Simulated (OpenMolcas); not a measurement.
# Hf⁺: CASSCF and CASPT2 terms and fine-structure levels

Aim: the low terms and levels of Hf⁺, with their order and spacing, then second-order correlation under several settings.

Method: state-averaged CASSCF and CASPT2, spin-orbit coupling by RASSI with atomic mean-field integrals. Code: OpenMolcas 26.06.

## Step 1: What is computed

```
Species                           : Hf⁺ (hafnium, Z = 72, 71 electrons)
Basis                             : ANO-RCC-VQZP [9s8p6d4f3g2h], 140 functions
Scalar Hamiltonian                : DKH2, point nucleus
Inactive shells                   : 1s 2s 2p 3s 3p 3d 4s 4p 4d 4f 5s 5p
Active space                      : 3 electrons in 6 orbitals (5d 6s)
Some configurations of this space : 5d 6s², 5d² 6s, 5d³
Orbitals                          : optimised for the ground-state spin in each parity, averaged over the low roots
```

The outer shells:

5d 6s2
```
5d [↑ ][  ][  ][  ][  ]
6s [↑↓]
```

5d2 6s
```
5d [↑ ][↑ ][  ][  ][  ]
6s [↑ ]
```

5d3
```
5d [↑ ][↑ ][↑ ][  ][  ]
```

Each step is its own input file, run in one work folder so that later steps find the files of earlier ones. Labels, J, g values, rates, χT and fits are worked out afterwards by a script from the matrices that RASSI stores.

## Step 2: One- and two-electron integrals

a.inp

```
&GATEWAY
Coord
1

Hf 0.0 0.0 0.0
Basis=ANO-RCC-VQZP
Group=XYZ
NoMove
AngMom=0.0 0.0 0.0
AMFI
&SEWARD
```

## Step 3: CASSCF: doublets of even parity, 65 roots

a.inp

```
&RASSCF
FileOrb=start.orb
Symmetry=1
Spin=2
nActEl=3 0 0
Inactive=15 19
Ras2=6 0
CIRoot=65 65 1
SDav=70
CIMx=300
Iter=120 100
PrWF=0.3
OrbListing=Nothing
MaxOrb=0
Atom
>>> COPY $Project.JobIph JOB001
```

start.orb holds the contracted functions of the basis, ordered by shell, or the orbitals of the step before.

## Step 4: CASSCF: quartets of even parity, 20 roots

a.inp

```
&RASSCF
FileOrb=start.orb
Symmetry=1
Spin=4
nActEl=3 0 0
Inactive=15 19
Ras2=6 0
CIRoot=20 20 1
SDav=20
CIMx=300
Iter=120 100
PrWF=0.3
OrbListing=Nothing
MaxOrb=0
Atom
CIOnly
>>> COPY $Project.JobIph JOB002
```

## Step 5: State interaction with spin-orbit coupling

a.inp

```
&RASSI
NrOfJobIphs=2 65 20
1 2 3 4 5 6 7 8 9 10 11 12 13 14 15 16 17 18 19 20 21 22 23 24 25 26 27
28 29 30 31 32 33 34 35 36 37 38 39 40 41 42 43 44 45 46 47 48 49 50 51
52 53 54 55 56 57 58 59 60 61 62 63 64 65
1 2 3 4 5 6 7 8 9 10 11 12 13 14 15 16 17 18 19 20
IphNames
JOB001
JOB002
EJob
SpinOrbit
DIPRint=1.0
SOCoupling=1000.0
Subsets=2
MEES
Property=10
'ANGMOM' 1 'ANGMOM' 2 'ANGMOM' 3 'MLTPL  1' 1 'MLTPL  1' 2 'MLTPL  1' 3
'AMFI' 1 'AMFI' 2 'AMFI' 3 'MLTPL  2' 6
SOProperty=3
'ANGMOM' 1 'ANGMOM' 2 'ANGMOM' 3
```

## Step 6: CASPT2: IPEA 0.25, imaginary shift 0.1 (closed shells correlated: 5s 5p)

a.inp

```
>>> COPY JOB001 $Project.JobIph
&CASPT2
Multistate=65 1 2 3 4 5 6 7 8 9 10 11 12 13 14 15 16 17 18 19 20 21 22
23 24 25 26 27 28 29 30 31 32 33 34 35 36 37 38 39 40 41 42 43 44 45 46
47 48 49 50 51 52 53 54 55 56 57 58 59 60 61 62 63 64 65
Frozen=14 16
IPEA=0.25
Imaginary=0.1
MaxIter=60
WThr=0.0 0.3 0.05
PrWF=0.5
NoMix
>>> COPY JOB002 $Project.JobIph
&CASPT2
Multistate=20 1 2 3 4 5 6 7 8 9 10 11 12 13 14 15 16 17 18 19 20
Frozen=14 16
IPEA=0.25
Imaginary=0.1
MaxIter=60
WThr=0.0 0.3 0.05
PrWF=0.5
NoMix
```

## Step 7: CASPT2: IPEA 0, imaginary shift 0.1 (closed shells correlated: 5s 5p)

a.inp: that of step 6 with these lines changed.

```diff
@@ -6,3 +6,3 @@
 Frozen=14 16
-IPEA=0.25
+IPEA=0.0
 Imaginary=0.1
@@ -16,3 +16,3 @@
 Frozen=14 16
-IPEA=0.25
+IPEA=0.0
 Imaginary=0.1
```

(Steps that only read results are left out.)

**Question.** What will these runs give? Wanted: lowest level; first excited level; lowest level of another term; spin-orbit lowering of the lowest level; strongest of the lines computed, by gA.

The runs gave:

| quantity | value |
| --- | --- |
| method | SS-CASPT2, IPEA 0.25, imaginary shift 0.1 (closed shells correlated: 5s 5p) |
| lowest level | 5d 6s² ²D_3/2, 86 % of that term, g = 0.749 |
| ground level listed by NIST | 2D3/2 |
| first excited level | 5d 6s² ²D_5/2 at 0.278 eV |
| lowest level of another term | 5d² 6s ⁴F_3/2 at 0.372 eV |
| spin-orbit lowering of the lowest level | 0.2644 eV |
| strongest of the lines computed, by gA (one parity, so forbidden lines), at CASSCF energies | 5d³ ²D_5/2 → 5d 6s² ²D_5/2, 329 nm, A = 9.39e+00 s⁻¹ |

What each method costs and misses:

```tsv
method	time of its own steps	time with the reference	mean absolute difference from the measured levels (cm-1)
A. CASSCF	1.7 min	1.7 min	4500
B. SS-CASPT2, IPEA 0.25, imaginary shift 0.1, +5s 5p	3.3 min	5 min	690
C. SS-CASPT2, IPEA 0, imaginary shift 0.1, +5s 5p	3.6 min	5.3 min	530
```

Times are of one thread on a shared host.

The multiplet ²D is regular. Method C lies closest to the measured levels (530 cm⁻¹ on average) and A farthest (4500). Only the configurations of the active space and the roots asked for are present. The quartets rest on orbitals optimised for another spin in at least one step, which raises them against the optimised states. Not all states of the active space went into the spin-orbit step. Measured levels are paired by their LS label, which is uncertain where the leading share is low. CASPT2 does not keep the components of a term degenerate, and the means are used. Configurations with different d counts are hard to place against each other, and can be off by thousands to tens of thousands of cm-1. Only valence configurations of the active space appear, up to the ionisation limit; * or ° marks odd parity.
